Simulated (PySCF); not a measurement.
**Ba⁺: dipole response in aug-cc-pVTZ-X2C**

How polarisable is Ba⁺ at the levels listed below?

Method: unrestricted determinants in a Gaussian basis, no spin-orbit coupling in the energies. Code: PySCF 2.14.0.

## (1) Starting point

| Quantity | Value |
| --- | --- |
| Element | barium (Z = 56) |
| Basis | aug-cc-pVTZ-X2C |
| Hamiltonian | scalar relativity by spin-free X2C-1e |
| State 1 | Ba⁺: [Xe] 6s1, 2S determinant |
| Methods | M06-L, r2SCAN0 |

Outer shells as boxes (Hund's rule):

Ba+ [Xe] 6s1
```
[Xe] core
6s [↑ ]
```

One driver process ran all states and methods and kept the integrals in memory. Each run is shown as a PySCF script that sums up its settings (the driver passes frozen orbitals as a list and adds second-order terms of double hybrids); the logs are those of the runs themselves. The driver starts from symmetry-adapted Hartree-Fock orbitals, holds the occupation by maximum overlap and uses a logarithmic radial grid for functionals, so a plain start would take other cycles.

The integrals over 84 functions and the set-up took 8.9 s of CPU time.

## (2) Ba⁺

#### M06-L

input.py

```python
from pyscf import gto, scf, dft, mp, cc
import basis_set_exchange as bse
mol = gto.M(atom="Ba 0 0 0", charge=1, spin=1, symmetry="D2h",
            basis=gto.basis.parse(bse.get_basis("aug-cc-pVTZ-X2C", elements=["Ba"], fmt="nwchem")),
            nucmod="G")
mf = dft.UKS(mol, xc="M06L").sfx2c1e()
mf.irrep_nelec = {'Ag': (10, 9), 'B1g': (2, 2), 'B2g': (2, 2), 'B3g': (2, 2), 'B1u': (4, 4), 'B2u': (4, 4), 'B3u': (4, 4)}
mf.kernel()
```

What it wrote:

```text
damping factor = 0
level_shift factor = 0
DIIS = <class 'pyscf.scf.diis.CDIIS'>
diis_start_cycle = 1
diis_space = 10
diis_damp = 0
SCF conv_tol = 1e-09
SCF conv_tol_grad = None
number electrons alpha = 28  beta = 27
XC functionals = M06L
    Y. Zhao and D. G. Truhlar.,  J. Chem. Phys. 125, 194101 (2006)
    Y. Zhao and D. G. Truhlar.,  J. Chem. Phys. 125, 194101 (2006)
    Y. Zhao and D. G. Truhlar.,  Theor. Chem. Acc. 120, 215 (2008)
cycle= 1 E= -8134.340692271  delta_E= -0.00233  |g|= 0.00481  |ddm|= 0.918
cycle= 2 E= -8134.34071911763  delta_E= -2.68e-05  |g|= 0.00166  |ddm|= 0.0608
cycle= 3 E= -8134.34072084064  delta_E= -1.72e-06  |g|= 0.000295  |ddm|= 0.0254
cycle= 4 E= -8134.3407209376  delta_E= -9.7e-08  |g|= 3.11e-05  |ddm|= 0.00454
cycle= 5 E= -8134.34072093904  delta_E= -1.45e-09  |g|= 4.13e-06  |ddm|= 0.000345
cycle= 6 E= -8134.34072093906  delta_E= -1.82e-11  |g|= 1.11e-07  |ddm|= 8.77e-05
converged SCF energy = -8134.34072093906  <S^2> = 0.75134441  2S+1 = 2.001344
```

CPU time 27 s on a shared host, the integrals not counted.

Orbital energies by shell (radii are means over both spins):

```
shell  electrons  mean orbital energy (eV)  spread (eV)  rms radius (bohr)
 1s α          1                  -37241.6            0             0.0292
 1s β          1                  -37241.5            0             0.0292
 2s α          1                   -5914.7            0              0.119
 2s β          1                   -5914.7            0              0.119
 2p α          3                   -5303.8            0              0.106
 2p β          3                   -5303.8            0              0.106
 3s α          1                   -1263.4            0              0.311
 3s β          1                   -1263.4            0              0.311
 3p α          3                   -1065.2            0              0.311
 3p β          3                   -1065.1            0              0.311
 3d α          5                   -776.23            0              0.289
 3d β          5                   -776.23            0              0.289
 4s α          1                   -256.26            0              0.715
 4s β          1                   -256.23            0              0.715
 4p α          3                   -191.77            0              0.762
 4p β          3                   -191.73            0              0.762
 4d α          5                   -97.484            0              0.862
 4d β          5                   -97.436            0              0.862
 5s β          1                   -39.696            0               1.75
 5s α          1                   -39.693            0               1.75
 5p β          3                   -24.476            0               2.04
 5p α          3                   -24.460            0               2.04
 6s α          1                    -7.636            0               4.56
```

⟨S²⟩ = 0.751, ⟨L²⟩ = 0.00.

The driver then solved the coupled dipole response at imaginary frequencies: mean α = 147.4 bohr³, C₆ = 1714 au for a like pair.

The p, d and f levels are scalar averages; spin-orbit coupling splits them strongly at this Z.

#### r2SCAN0

input.py, as changed from the run before:

```diff
@@ -5,3 +5,3 @@
             nucmod="G")
-mf = dft.UKS(mol, xc="M06L").sfx2c1e()
+mf = dft.UKS(mol, xc="HYB_MGGA_XC_R2SCAN0").sfx2c1e()
 mf.irrep_nelec = {'Ag': (10, 9), 'B1g': (2, 2), 'B2g': (2, 2), 'B3g': (2, 2), 'B1u': (4, 4), 'B2u': (4, 4), 'B3u': (4, 4)}
```

What it wrote:

```text
damping factor = 0
level_shift factor = 0
DIIS = <class 'pyscf.scf.diis.CDIIS'>
diis_start_cycle = 1
diis_space = 10
diis_damp = 0
SCF conv_tol = 1e-09
SCF conv_tol_grad = None
number electrons alpha = 28  beta = 27
XC functionals = HYB_MGGA_XC_R2SCAN0
    M. Bursch, H. Neugebauer, S. Ehlert, and S. Grimme.,  J. Chem. Phys. 156, 134105 (2022)
cycle= 1 E= -8134.52734628135  delta_E= -0.00169  |g|= 0.00704  |ddm|= 0.782
cycle= 2 E= -8134.5273942389  delta_E= -4.8e-05  |g|= 0.00219  |ddm|= 0.0556
cycle= 3 E= -8134.52739768013  delta_E= -3.44e-06  |g|= 0.000369  |ddm|= 0.0323
cycle= 4 E= -8134.52739797586  delta_E= -2.96e-07  |g|= 4.24e-05  |ddm|= 0.00984
cycle= 5 E= -8134.52739797874  delta_E= -2.88e-09  |g|= 3.58e-06  |ddm|= 0.000948
cycle= 6 E= -8134.52739797876  delta_E= -1.82e-11  |g|= 7.27e-08  |ddm|= 3.57e-05
converged SCF energy = -8134.52739797876  <S^2> = 0.7504817  2S+1 = 2.0004816
```

CPU time 28 s on a shared host, the integrals not counted.

The driver then solved the coupled dipole response at imaginary frequencies: mean α = 137.2 bohr³, C₆ = 1547 au for a like pair.

Radial density 4πr²ρ of Ba⁺ at r2SCAN0, without picture-change correction:

```
r (bohr)   density  spin density
0.000425     0.948         0.000
0.000715      2.14         0.000
 0.00120      4.78         0.000
 0.00202      10.3         0.001
 0.00340      21.0         0.001
 0.00572      39.0         0.002
 0.00962      61.3         0.003
  0.0162      74.2         0.002
  0.0272      66.5         0.000
  0.0458      70.5         0.001
  0.0770      95.7         0.005
   0.130      71.7         0.000
   0.218      81.8         0.010
   0.367      38.9         0.002
   0.617      33.0         0.014
    1.04      13.4         0.041
    1.74      6.14         0.001
    2.93      1.22         0.198
    4.93     0.251         0.240
    8.30    0.0126         0.013
    14.0  1.08e-05         0.000
```

## (3) Polarisabilities and C₆

Ba⁺, in atomic units:

```
 method  mean α  C₆ (like pair)  S(−4)
  M06-L   147.4            1714  16720
r2SCAN0   137.2            1547  14400
```

α(iu) at r2SCAN0:

```
u (hartree)  α(iu) (bohr³)
          0          137.2
     0.0500          109.2
      0.100          69.78
      0.200          33.01
      0.300          20.84
      0.500          12.31
      0.750          8.084
       1.00          5.788
       1.50          3.379
       2.00          2.223
       3.00          1.210
       5.00         0.5616
```

## (4) Results

```
quantity                                   value
α of Ba⁺  137.2 (r2SCAN0) to 147.4 (M06-L) bohr³
```

What this shows: A single London oscillator with the computed α and C₆ of Ba⁺ at M06-L would have ω = 4 C₆ / (3 α²) = 0.105 hartree. All values hold for this basis alone; no basis-set limit was taken.
